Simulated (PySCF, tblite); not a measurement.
# C₈H₁₈Cl₂S₂Si: NMR shifts, part 2 of 2

tblite 0.8.0 and PySCF 2.14.0. Atoms count from 0. Earlier steps stand in the parts before.

## 5. NMR shifts: GIAO KT3/pcSseg-2

The job: settings as JSON, then the geometry in Å.

```
{"job": {"kind": "nmr", "xc": "KT3", "basis": "pcSseg-2", "pop": false}, "charge": 0, "multiplicity": 1}
C     -1.515630     1.825079    -0.613657
C     -1.314622     1.829363     0.893823
C     -2.418457     1.127197     1.678016
C     -2.601474    -0.351604     1.368650
S     -1.097724    -1.297949     1.841450
Si    -0.913792    -2.802226     0.368472
Cl    -2.032300    -4.489399     0.730378
Cl    -1.599049    -2.092274    -1.460475
S      1.091024    -3.459015     0.344403
C      2.014271    -1.876756     0.473023
C      1.854011    -0.942823    -0.710014
C      2.710885     0.309527    -0.579328
C      2.546171     1.260224    -1.753817
H     -2.486873     2.266552    -0.891256
H     -0.732061     2.410239    -1.118367
H     -1.481716     0.807633    -1.032627
H     -0.345827     1.360870     1.139098
H     -1.247616     2.869060     1.254630
H     -3.386528     1.618999     1.472616
H     -2.239312     1.250796     2.759410
H     -2.799538    -0.517559     0.300317
H     -3.442041    -0.770828     1.939325
H      3.060328    -2.203950     0.581420
H      1.725088    -1.383289     1.412721
H      2.101136    -1.482113    -1.640162
H      0.796122    -0.645678    -0.802218
H      3.771941     0.020624    -0.477323
H      2.448664     0.829404     0.359313
H      2.829772     0.776324    -2.701883
H      3.169888     2.159206    -1.637999
H      1.499661     1.589213    -1.853394
```

Level: GIAO KT3/pcSseg-2 NMR shielding, non-relativistic, gas phase.

The log of the run:

```text
start: PBE on a coarse grid of 26633 points
cycle   1  E = -2320.8358998560  dE =  8.065e-01  |g| = 8.424e-01  |ddm| = 4.156e+00
cycle   2  E = -2320.5152069588  dE =  3.207e-01  |g| = 1.380e+00  |ddm| = 1.906e+00
cycle   3  E = -2321.0103505967  dE = -4.951e-01  |g| = 2.279e-01  |ddm| = 1.547e+00
cycle   4  E = -2321.0227414306  dE = -1.239e-02  |g| = 9.307e-02  |ddm| = 5.531e-01
cycle   5  E = -2321.0247747821  dE = -2.033e-03  |g| = 3.010e-02  |ddm| = 1.685e-01
cycle   6  E = -2321.0249828197  dE = -2.080e-04  |g| = 6.449e-03  |ddm| = 4.477e-02
final grid: 221819 points
cycle   7  E = -2341.6584288463  dE = -6.278e-02  |g| = 3.279e-01  |ddm| = 1.735e+00
cycle   8  E = -2341.6591432312  dE = -7.144e-04  |g| = 1.963e-01  |ddm| = 3.235e-01
cycle   9  E = -2341.6627877061  dE = -3.644e-03  |g| = 7.350e-02  |ddm| = 2.556e-01
cycle  10  E = -2341.6641788901  dE = -1.391e-03  |g| = 1.466e-02  |ddm| = 1.070e-01
cycle  11  E = -2341.6642343352  dE = -5.545e-05  |g| = 2.529e-03  |ddm| = 2.655e-02
cycle  12  E = -2341.6642373473  dE = -3.012e-06  |g| = 1.107e-03  |ddm| = 5.785e-03
cycle  13  E = -2341.6642341287  dE =  3.219e-06  |g| = 3.661e-04  |ddm| = 2.125e-03
cycle  14  E = -2341.6642361136  dE = -1.985e-06  |g| = 1.596e-04  |ddm| = 7.014e-04
cycle  15  E = -2341.6642389197  dE = -2.806e-06  |g| = 2.508e-05  |ddm| = 2.761e-04
converged SCF energy = -2341.6642389197

GIAO shielding tensors (ppm)
atom      isotropic    diamagn.    paramagn.     s11        s22        s33       span
  0 C      166.494     247.512     -81.018    153.128    167.340    179.015     25.887
  1 C      158.370     248.064     -89.694    148.279    158.462    168.371     20.092
  2 C      146.393     239.803     -93.410    134.488    149.975    154.714     20.226
  3 C      145.476     245.241     -99.765    121.272    142.233    172.924     51.652
  4 S      573.617    1064.472    -490.855    466.919    561.253    692.679    225.760
  5 Si     328.256     879.328    -551.071    300.649    309.494    374.626     73.977
  6 Cl     769.861    1148.234    -378.373    620.812    729.735    959.036    338.224
  7 Cl     758.733    1154.332    -395.599    596.622    753.784    925.794    329.172
  8 S      522.618    1059.151    -536.533    428.593    492.003    647.259    218.666
  9 C      141.573     249.727    -108.154    119.993    139.174    165.551     45.558
 10 C      140.118     253.563    -113.445    117.983    133.706    168.665     50.682
 11 C      151.672     242.458     -90.786    139.427    148.399    167.190     27.763
 12 C      163.918     241.652     -77.735    152.825    156.532    182.396     29.571
 13 H       30.848      29.684       1.164     27.125     27.857     37.561     10.437
 14 H       30.294      33.637      -3.343     26.159     28.222     36.501     10.343
 15 H       29.937      37.768      -7.832     24.883     29.042     35.885     11.002
 16 H       29.334      38.596      -9.262     25.923     29.173     32.907      6.983
 17 H       29.927      29.547       0.379     24.512     28.320     36.947     12.435
 18 H       29.650      25.706       3.943     24.489     27.735     36.725     12.236
 19 H       29.513      28.117       1.396     24.459     28.289     35.791     11.333
 20 H       28.067      34.518      -6.451     23.790     29.378     31.033      7.243
 21 H       28.115      26.931       1.184     21.072     27.939     35.334     14.262
 22 H       28.965      28.762       0.203     22.590     28.726     35.579     12.989
 23 H       28.171      36.124      -7.953     24.355     29.115     31.042      6.687
 24 H       29.823      33.441      -3.618     25.998     30.863     32.609      6.611
 25 H       29.311      42.969     -13.658     23.247     29.320     35.364     12.117
 26 H       30.126      27.938       2.188     24.933     29.857     35.587     10.653
 27 H       30.059      36.272      -6.213     26.666     30.338     33.173      6.507
 28 H       30.458      28.583       1.875     26.720     28.373     36.281      9.561
 29 H       30.162      27.165       2.997     26.043     26.951     37.492     11.450
 30 H       30.385      35.563      -5.177     25.263     30.548     35.345     10.082
```

Run time: 74 s. Hardware: 2 threads of Arm Neoverse N1, shared host; peak memory 1.4 GiB.

## 6. NMR shifts: GIAO PBE0/pcSseg-1 in chloroform

Settings changed since step 5:

```diff
@@ -1,2 +1,2 @@
-{"job": {"kind": "nmr", "xc": "KT3", "basis": "pcSseg-2", "pop": false}, "charge": 0, "multiplicity": 1}
+{"job": {"kind": "nmr", "xc": "PBE0", "basis": "pcSseg-1", "pop": false, "solvent": "chloroform"}, "charge": 0, "multiplicity": 1}
 C     -1.515630     1.825079    -0.613657
```

With the program's defaults for keys left out, this is: GIAO PBE0/pcSseg-1 NMR shielding, non-relativistic, IEF-PCM chloroform.

The log of the run:

```text
start: PBE on a coarse grid of 26633 points
cycle   1  E = -2320.4358597666  dE =  8.635e-01  |g| = 7.972e-01  |ddm| = 5.103e+00
cycle   2  E = -2320.1457433416  dE =  2.901e-01  |g| = 1.310e+00  |ddm| = 2.167e+00
cycle   3  E = -2320.6071403148  dE = -4.614e-01  |g| = 1.549e-01  |ddm| = 1.514e+00
cycle   4  E = -2320.6135454720  dE = -6.405e-03  |g| = 5.938e-02  |ddm| = 2.824e-01
cycle   5  E = -2320.6144398984  dE = -8.944e-04  |g| = 1.823e-02  |ddm| = 7.760e-02
cycle   6  E = -2320.6145161096  dE = -7.621e-05  |g| = 3.478e-03  |ddm| = 2.019e-02
final grid: 221819 points
cycle   7  E = -2320.9342567850  dE = -9.124e-03  |g| = 4.505e-02  |ddm| = 3.079e-01
cycle   8  E = -2320.9340180435  dE =  2.387e-04  |g| = 5.360e-02  |ddm| = 1.041e-01
cycle   9  E = -2320.9347919255  dE = -7.739e-04  |g| = 3.886e-03  |ddm| = 6.329e-02
cycle  10  E = -2320.9347947286  dE = -2.803e-06  |g| = 1.524e-03  |ddm| = 5.772e-03
cycle  11  E = -2320.9347963928  dE = -1.664e-06  |g| = 4.816e-04  |ddm| = 2.045e-03
cycle  12  E = -2320.9347936082  dE =  2.785e-06  |g| = 9.780e-05  |ddm| = 6.123e-04
converged SCF energy = -2320.9347936082

GIAO shielding tensors (ppm)
atom      isotropic    diamagn.    paramagn.     s11        s22        s33       span
  0 C      171.121     250.578     -79.456    158.526    172.322    182.516     23.990
  1 C      164.869     248.368     -83.499    156.332    165.243    173.032     16.700
  2 C      153.087     246.916     -93.829    141.936    157.754    159.570     17.634
  3 C      151.389     252.088    -100.699    126.868    148.312    178.988     52.120
  4 S      589.409    1060.646    -471.236    475.209    570.988    722.032    246.824
  5 Si     302.921     874.800    -571.879    272.009    280.283    356.470     84.462
  6 Cl     788.579    1145.092    -356.513    647.220    755.970    962.548    315.328
  7 Cl     768.007    1150.225    -382.218    608.639    767.753    927.629    318.990
  8 S      544.220    1056.673    -512.452    444.356    512.997    675.307    230.951
  9 C      147.602     251.221    -103.620    126.054    145.274    171.477     45.422
 10 C      146.157     252.028    -105.872    124.270    139.724    174.477     50.207
 11 C      158.529     248.411     -89.881    146.859    155.599    173.130     26.272
 12 C      168.611     247.091     -78.480    157.828    162.210    185.796     27.968
 13 H       30.712      29.858       0.853     26.672     27.529     37.933     11.261
 14 H       30.176      31.576      -1.400     25.757     27.827     36.943     11.185
 15 H       30.013      33.848      -3.836     24.593     29.037     36.408     11.816
 16 H       29.601      33.620      -4.019     25.986     29.311     33.505      7.519
 17 H       29.938      30.038      -0.101     24.201     27.921     37.692     13.491
 18 H       29.646      28.397       1.249     24.136     27.385     37.416     13.280
 19 H       29.588      29.548       0.040     24.169     28.083     36.511     12.342
 20 H       28.416      31.974      -3.558     23.775     29.803     31.669      7.894
 21 H       28.093      28.610      -0.517     20.720     27.650     35.909     15.189
 22 H       28.789      30.256      -1.467     21.969     28.229     36.170     14.202
 23 H       28.358      32.713      -4.355     24.320     29.232     31.522      7.202
 24 H       29.937      33.308      -3.370     25.752     30.905     33.156      7.404
 25 H       29.660      36.499      -6.839     23.253     29.664     36.063     12.810
 26 H       30.123      30.086       0.037     24.521     29.615     36.233     11.713
 27 H       30.118      33.399      -3.281     26.336     30.282     33.736      7.401
 28 H       30.331      28.813       1.518     26.199     28.141     36.653     10.454
 29 H       30.083      27.668       2.415     25.650     26.541     38.058     12.408
 30 H       30.288      32.361      -2.073     24.714     30.513     35.637     10.923
```

Wall time 46 s (2 threads of Arm Neoverse N1, shared host); peak memory 1.5 GiB.

## 7. Results

The summary covers parts 1 to 2.

| quantity | value |
| --- | --- |
| point group | C1 |
| rotational constants (main isotopes) | 0.45, 0.35, 0.25 GHz |
| $^{13}$C shifts against TMS (PBE0/pcSseg-2, means over atoms taken as alike) | 36.8, 35.8, 24.5, 15.3 ppm |
| $^{1}$H shifts against TMS (PBE0/pcSseg-2, means over atoms taken as alike) | 2.89, 1.68, 1.41, 0.97 ppm |
| $^{33}$S shifts against CS2 (PBE0/pcSseg-2, means over atoms taken as alike) | -52 ppm |
| $^{29}$Si shifts against TMS (PBE0/pcSseg-2) | 38.1 ppm |
| $^{35}$Cl shifts against HCl (PBE0/pcSseg-2, means over atoms taken as alike) | 167 ppm |
| measured, and computed on the same scale | Si5 δ 14.1, 38.1 ppm |

**Reading.** Relaxing lowered the energy by 0.238 eV in 20 steps; the close pair that moved most is Si5–Cl7, from 2.036 to 2.078 Å (PBE0/def2-SVP). No frequency check was run at this level, so the end point may be a saddle. At PBE0/pcSseg-2: Shielding is most anisotropic at Cl6, Cl7 (span 325 ppm, paramagnetic term -375 ppm). The one measured $^{29}$Si shift is missed by +24.0 ppm (computed less measured, unscaled). Vibration, temperature and solvent are missing from the calculation, and it holds one conformer, so part of the miss against the measured shifts is not the functional's.
